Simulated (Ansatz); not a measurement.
# CH₆BNO: a ladder of functionals and wavefunction methods

How much do the methods differ for CH₆BNO? The plan is to run it at one geometry with functionals of several rungs and with coupled cluster, and see how far each lands from CCSD(T) at the basis-set limit for the atomisation energy.

The runs use Ansatz 0.2.0, Gaussian basis; functionals in def2-TZVPP, the program's frozen cores in correlated methods.

The runs, in order: LDA (SPW92), PBE-D4, revPBE-D4, BLYP-D4, r2SCAN-D4, B97M-V, PBE0-D4, B3LYP-D4, r2SCANh-D4, r2SCAN0-D4, HSE06-D4, BHLYP-D4, CAM-B3LYP-D4, LC-ωPBE, ωB97X-V, ωB97M-V, B2PLYP, PBE-QIDH; CCSD(T)/def2-SVP; CCSD(T)/def2-TZVPP; MP2/def2-QZVPP; extrapolation to the limit; RPA on PBE.

## (1) The geometry

An earlier PBE0-D4 in a triple-zeta def2 set relaxation fixed the geometry.

SMILES `CNBO`, 10 atoms, charge 0, spin multiplicity 1.

Atoms are counted from 1 here; the program's logs count them from 0.

Bond lengths: C1–N2 1.440 Å, C1–H5 1.095 Å, C1–H6 1.091 Å, C1–H7 1.095 Å, N2–B3 1.395 Å, N2–H8 1.008 Å, B3–O4 1.374 Å, B3–H9 1.203 Å, O4–H10 0.957 Å. Angles: N2–C1–H5 112.0°, N2–C1–H6 109.1°, N2–C1–H7 112.0°, H5–C1–H6 107.8°, H5–C1–H7 107.9°, H6–C1–H7 107.8°, C1–N2–B3 126.3°, C1–N2–H8 115.2°, B3–N2–H8 118.5°, N2–B3–O4 118.7°, N2–B3–H9 119.7°, O4–B3–H9 121.6°, B3–O4–H10 112.4°.

## (2) LDA

This LDA is Slater exchange with PW92 correlation.

in.yaml

```yaml
crystal:
  periodic: [false, false, false]
  atoms:
    - {symbol: C, position_ang: [-1.341412, 0.545848, -0.278270]}
    - {symbol: N, position_ang: [-0.058866, -0.064883, -0.513217]}
    - {symbol: B, position_ang: [0.917225, -0.330951, 0.447695]}
    - {symbol: O, position_ang: [2.091440, -0.921552, 0.048798]}
    - {symbol: H, position_ang: [-2.168431, -0.115660, -0.557471]}
    - {symbol: H, position_ang: [-1.440134, 0.772384, 0.784028]}
    - {symbol: H, position_ang: [-1.457594, 1.483376, -0.832434]}
    - {symbol: H, position_ang: [0.128979, -0.314858, -1.471974]}
    - {symbol: H, position_ang: [0.716745, -0.041918, 1.598168]}
    - {symbol: H, position_ang: [2.695148, -1.062888, 0.777577]}
basis:
  gaussian: {orbitals: def2-TZVPP}
hamiltonian: {xc: lda}
output: {orbitals: {seedname: orbitals}}
```

Started as:

```
$ ansatz run in.yaml --threads 2 --pin off --events-out ev --progress --plain --max-ram 4352MiB
```

The runs that follow: PBE-D4 (GGA); revPBE-D4 (GGA); BLYP-D4 (GGA); r2SCAN-D4 (meta-GGA); B97M-V (meta-GGA); PBE0-D4 (hybrid); B3LYP-D4 (hybrid); r2SCANh-D4 (hybrid); r2SCAN0-D4 (hybrid); HSE06-D4 (hybrid); BHLYP-D4 (hybrid); CAM-B3LYP-D4 (range-separated); LC-ωPBE (range-separated); ωB97X-V (range-separated); ωB97M-V (range-separated); B2PLYP (double hybrid); PBE-QIDH (double hybrid); CCSD(T) in def2-SVP; CCSD(T) in def2-TZVPP; MP2 in def2-QZVPP; RPA on PBE orbitals.

**Question.** What will the summary of the whole plan be? Wanted: atomisation energy, CCSD(T)/CBS; farthest beyond LDA; mean size of error, GGA; mean size of error, meta-GGA; mean size of error, hybrid; mean size of error, range-separated; mean size of error, double hybrid; gap, smallest and largest; T1 diagnostic.

As calculated:

```
                               quantity                                                                                  value
        atomisation energy, CCSD(T)/CBS                                                                          3902.2 kJ/mol
 functionals within 19.5 kJ/mol (0.5 %)  revPBE-D4, r2SCAN-D4, B97M-V, PBE0-D4, r2SCANh-D4, HSE06-D4, LC-ωPBE, ωB97X-V, B2PLYP
                    farthest beyond LDA                                                                BHLYP-D4 (-94.7 kJ/mol)
                mean size of error, GGA                                                                            41.6 kJ/mol
           mean size of error, meta-GGA                                                                             8.3 kJ/mol
             mean size of error, hybrid                                                                            34.9 kJ/mol
    mean size of error, range-separated                                                                            21.4 kJ/mol
      mean size of error, double hybrid                                                                            21.1 kJ/mol
              gap, smallest and largest                                                  5.97 eV (BLYP-D4), 13.14 eV (LC-ωPBE)
                          T1 diagnostic                                                                                 0.0115
triples share of the correlation energy                                                                                  3.5 %
```

LDA overbinds by 569.8 kJ/mol (15 %). PBE-D4 misses by +87.9 kJ/mol. Double hybrids carry the basis error of their MP2 part in triple zeta, and no dispersion term here, so their miss is partly the set-up's. By mean error the best rung here is meta-GGA (8.3 kJ/mol) and the worst beyond LDA is GGA (41.6 kJ/mol). Misses under about 19.5 kJ/mol are within the doubt on the reference itself, which lacks core-valence correlation, relativity and higher excitations. Hartree-Fock recovers 73 % of the binding; the rest is correlation. CCSD(T) in def2-SVP is off by -188.5 kJ/mol, more than most functionals: a good method in a small basis is no reference. The gap grows from 6.0 to 13.1 eV across the functionals, mostly with the share of exact exchange.
